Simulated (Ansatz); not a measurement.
**B3H3O: ionisation energy by level of theory**

An exercise on one series of results from a longer session: the logs are not shown, and one member is left open.

Method: unrestricted cation, the program's frozen cores in correlated methods; program: Ansatz 0.2.0, Gaussian basis.

Plan: UKS PBE-D4/def2-TZVPP; UKS r2SCAN-D4/def2-TZVPP; UKS PBE0-D4/def2-TZVPP; UKS B3LYP-D4/def2-TZVPP; UKS wB97X-V/def2-TZVPP; UKS wB97M-V/def2-TZVPP; UKS B2PLYP/def2-TZVPP; UHF-CCSD(T)/def2-TZVPP; UHF-MP2/def2-QZVPP; extrapolation to the limit; then −ε(HOMO) from the neutral's earlier runs with LDA (SPW92), PBE-D4, revPBE-D4, BLYP-D4, r2SCAN-D4, B97M-V, PBE0-D4, B3LYP-D4, r2SCANh-D4, r2SCAN0-D4, HSE06-D4, BHLYP-D4, CAM-B3LYP-D4, LC-ωPBE, ωB97X-V, ωB97M-V.

### Structure used throughout

All runs share one geometry, relaxed beforehand with PBE0-D4 in a triple-zeta def2 set.

SMILES `BB1BO1`, 7 atoms, charge 0, spin multiplicity 1.

Atoms are counted from 1 here; the program's logs count them from 0.

Bond lengths: B1–B2 1.627 Å, B1–H5 1.197 Å, B1–H6 1.197 Å, B2–B3 1.589 Å, B2–O4 1.397 Å, B3–O4 1.362 Å, B3–H7 1.184 Å. Angles: B2–B1–H5 121.2°, B2–B1–H6 121.2°, H5–B1–H6 117.4°, B1–B2–B3 164.5°, B1–B2–O4 141.7°, B3–B2–O4 53.8°, B2–B3–O4 55.9°, B2–B3–H7 173.6°, O4–B3–H7 130.6°, B2–O4–B3 70.3°.

The first run:

in.yaml reads:

```yaml
crystal:
  periodic: [false, false, false]
  atoms:
    - {symbol: B, position_ang: [-1.081293, 0.916098, -0.477629]}
    - {symbol: B, position_ang: [0.037317, -0.139669, 0.052118]}
    - {symbol: B, position_ang: [1.397584, -0.859234, 0.449070]}
    - {symbol: O, position_ang: [0.163748, -1.410879, 0.616706]}
    - {symbol: H, position_ang: [-1.408559, 0.946411, -1.628501]}
    - {symbol: H, position_ang: [-1.520829, 1.765800, 0.241637]}
    - {symbol: H, position_ang: [2.473132, -1.286627, 0.700900]}
basis:
  gaussian: {orbitals: def2-TZVPP}
total_charge: 1
magnetization: {spin_polarized: true, initial_magnetization: 1}
hamiltonian: {xc: pbe, dispersion: d4}
```

The run is started by

```bash
ansatz run in.yaml --threads 2 --pin off --events-out ev --progress --plain --max-ram 4352MiB
```

Among the steps run: Cation, UKS PBE-D4/def2-TZVPP; Cation, UKS r2SCAN-D4/def2-TZVPP; Cation, UKS PBE0-D4/def2-TZVPP; Cation, UKS B3LYP-D4/def2-TZVPP; Cation, UKS wB97X-V/def2-TZVPP; Cation, UKS wB97M-V/def2-TZVPP; Cation, UKS B2PLYP (frozen core)/def2-TZVPP; Cation, UHF-CCSD(T)/def2-TZVPP; Cation, UHF-MP2/def2-QZVPP.

One of the session's tables, all rows but one given; the rest of the session is left out.

For comparison, −ε(HOMO) of the neutral from earlier runs:

```
  functional  −ε(HOMO) (eV)
 LDA (SPW92)           6.31
      PBE-D4           6.14
   revPBE-D4              ?
     BLYP-D4           6.02
   r2SCAN-D4           6.30
      B97M-V           6.35
     PBE0-D4           7.27
    B3LYP-D4           7.09
  r2SCANh-D4           6.73
  r2SCAN0-D4           7.38
    HSE06-D4           6.87
    BHLYP-D4           8.35
CAM-B3LYP-D4           8.63
     LC-ωPBE           9.95
     ωB97X-V           9.58
     ωB97M-V           9.44
```

Q: Estimate the row for revPBE-D4 from the others.

As computed: −ε(HOMO) (eV): 6.08. In the column «−ε(HOMO) (eV)» it lies between BLYP-D4 (6.02) and PBE-D4 (6.14).
